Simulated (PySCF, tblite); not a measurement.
# C₆H₁₃FOSi₂: geometry, infrared bands and NMR shifts

Aim: predict the infrared bands and NMR shifts of C₆H₁₃FOSi₂ (`C=CC[C@@H]1C[C@@H]([Si@H](F)[SiH3])O1`).

The runs use tblite 0.8.0 and PySCF 2.14.0, with density-fitted response routines of our own; the level of theory stands in each step. All values are computed, except where a source is named. Atoms count from 0, in the outputs and in this text.

## (1) The starting structure

23 atoms, charge 0, multiplicity 1; geometry from: force field or distance geometry start.

Bonds of the start (Å): C0–C1 1.35, C1–C2 1.48, C2–C3 1.52, C3–C4 1.55, C4–C5 1.54, C5–Si6 1.92, Si6–F7 1.61, Si6–Si8 2.29, C5–O9 1.45, O9–C3 1.46, C0–H10 1.09, C0–H11 1.08, C1–H12 1.09, C2–H13 1.10, C2–H14 1.10, C3–H15 1.11, C4–H16 1.09, C4–H17 1.10, C5–H18 1.09, Si6–H19 1.50, Si8–H20 1.48, Si8–H21 1.49, Si8–H22 1.49.

## (2) Optimising the geometry with GFN2-xTB

Job settings and geometry (Å):

```
{"job": {"kind": "relax", "xc": "GFN2-xTB", "basis": "xTB"}, "charge": 0, "multiplicity": 1}
C      4.224700     1.099000    -0.494600
C      3.163000     0.284100    -0.639000
C      1.796000     0.731300    -1.006100
C      0.828000     0.489300     0.142700
C      0.392000    -0.968300     0.445000
C     -0.946100    -0.555900    -0.192700
Si    -2.509300    -0.912000     0.868200
F     -2.656900    -2.506900     0.996300
Si    -4.333100    -0.000000    -0.181400
O     -0.538700     0.838200    -0.217500
H      4.122900     2.171800    -0.646000
H      5.192100     0.712200    -0.227300
H      3.312100    -0.786500    -0.469100
H      1.790200     1.801700    -1.262800
H      1.463500     0.203100    -1.906000
H      1.114900     1.031900     1.069200
H      0.386100    -1.214400     1.506200
H      0.929000    -1.752800    -0.108700
H     -1.078200    -0.927800    -1.205100
H     -2.347800    -0.369300     2.257400
H     -4.470000    -0.508700    -1.569000
H     -4.249400     1.490200    -0.250000
H     -5.589700    -0.323200     0.555200
```

On the command line:

```
$ OMP_NUM_THREADS=1 python probes_run.py task.json out
```

One launch serves the whole session: the jobs run in the order shown.

**Question.** This job is followed by: GFN2-xTB harmonic vibrations, gas phase; GIAO PBE0/pcSseg-1 NMR shielding, non-relativistic, gas phase. What will the session give for the following? strongest single infrared mode (GFN2-xTB); zero-point energy (GFN2-xTB); ¹³C shifts against TMS (PBE0/pcSseg-1); ¹H shifts against TMS (PBE0/pcSseg-1, means over atoms taken as alike); ²⁹Si shifts against TMS (PBE0/pcSseg-1); ¹⁹F shifts against CFCl3 (PBE0/pcSseg-1); ¹⁷O shifts against H2O (PBE0/pcSseg-1).

The runs gave:

```
                                                              quantity                                                                 value
                             strongest single infrared mode (GFN2-xTB)                                                  644 cm⁻¹, 455 km/mol
                                          zero-point energy (GFN2-xTB)                                                        106.7 kcal/mol
                                ¹³C shifts against TMS (PBE0/pcSseg-1)                              139.9, 125.2, 85.2, 73.0, 49.2, 33.8 ppm
¹H shifts against TMS (PBE0/pcSseg-1, means over atoms taken as alike)  5.91, 5.63, 5.53, 5.40, 5.04, 4.66, 3.45, 2.89, 2.89, 2.63, 2.50 ppm
                               ²⁹Si shifts against TMS (PBE0/pcSseg-1)                                                      22.5, -121.2 ppm
                              ¹⁹F shifts against CFCl3 (PBE0/pcSseg-1)                                                            -227.8 ppm
                                ¹⁷O shifts against H2O (PBE0/pcSseg-1)                                                              28.6 ppm
```

**Reading.** The optimisation took 164 steps and gained 0.248 eV; among the close pairs (by a distance rule), Si6–H19 changed most, from 1.500 to 1.465 Å. The lowest mode is imaginary (25i cm⁻¹), so the xTB geometry is not a minimum. The strongest single mode, at 644 cm⁻¹, moves mainly H19. Unscaled tight-binding wavenumbers are off by several per cent, some by more. Its intensities can rank the bands wrongly. C1 (alkene CH) lies farthest downfield among carbon, at 139.9 ppm; an sp2 carbon of a C=C bond. The most deshielded hydrogen is H12 (hydrogen on an alkene CH), at 5.91 ppm: olefinic region. At PBE0/pcSseg-1: The largest span, 245 ppm, is at C1, where the paramagnetic term is -210 ppm.
